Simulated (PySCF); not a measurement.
# FO3Re (Re(O)3(F)): the cost of one run

Method: BP86, Re def2-SVP with ECP60, O def2-SVP, F def2-SVP; scalar-relativistic core potentials, no spin–orbit coupling; program: PySCF 2.14.0.

3 further runs of the same task are left out: 2 for a known fault of the program, 1 that didn't finish.

### 1 The starting structure

5 atoms, charge 0, spin multiplicity 1.

Bond lengths: Re1–O2 1.715 Å, Re1–O3 1.715 Å, Re1–O4 1.715 Å, Re1–F5 1.867 Å. Angles: O2–Re1–O3 107.9°, O2–Re1–O4 107.9°, O2–Re1–F5 111.0°, O3–Re1–O4 107.9°, O3–Re1–F5 111.0°, O4–Re1–F5 111.0°.

Coordinates:

```
atom    x (Å)    y (Å)    z (Å)
 Re1  -0.0035   0.0035  -0.0035
  O2   1.0054   0.9557   1.0054
  O3  -0.9557  -1.0054   1.0054
  O4   1.0054  -1.0054  -0.9557
  F5  -1.0815   1.0815  -1.0815
```

Formal oxidation states: Re +7. An earlier session relaxed this geometry at BP86, Re def2-SVP with ECP60, O def2-SVP, F def2-SVP (singlet, point group C3v).

Its energy there is -403.852126 Eh.

### 2 Multiplicity 3 at the relaxed geometry

Contents of run.py (the lines that set the calculation):

```python
mol = gto.M(atom='''
Re    -0.00350     0.00350    -0.00350
O      1.00537     0.95571     1.00537
O     -0.95571    -1.00537     1.00537
O      1.00537    -1.00537    -0.95571
F     -1.08148     1.08148    -1.08148''',
    basis={'Re': 'def2-SVP', 'O': 'def2-SVP', 'F': 'def2-SVP'},
    ecp={'Re': 'def2-SVP'},
    charge=0, spin=2)
mf = dft.UKS(mol, xc='B88,P86')
mf.grids.atom_grid = (50, 194)
mf = mf.density_fit()  # fitting sets: Re def2-universal-JKFIT, O def2-universal-JKFIT, F def2-universal-JKFIT
mf.conv_tol = 1e-08; mf.max_cycle = 55
mf.kernel(dm0)  # dm0: free metal ions and neutral atoms
```

On the command line:

```bash
OMP_NUM_THREADS=2 python run.py
```

**Question.** How long does this run take on 2 threads of Arm Neoverse V1, shared host?

About 30 s.
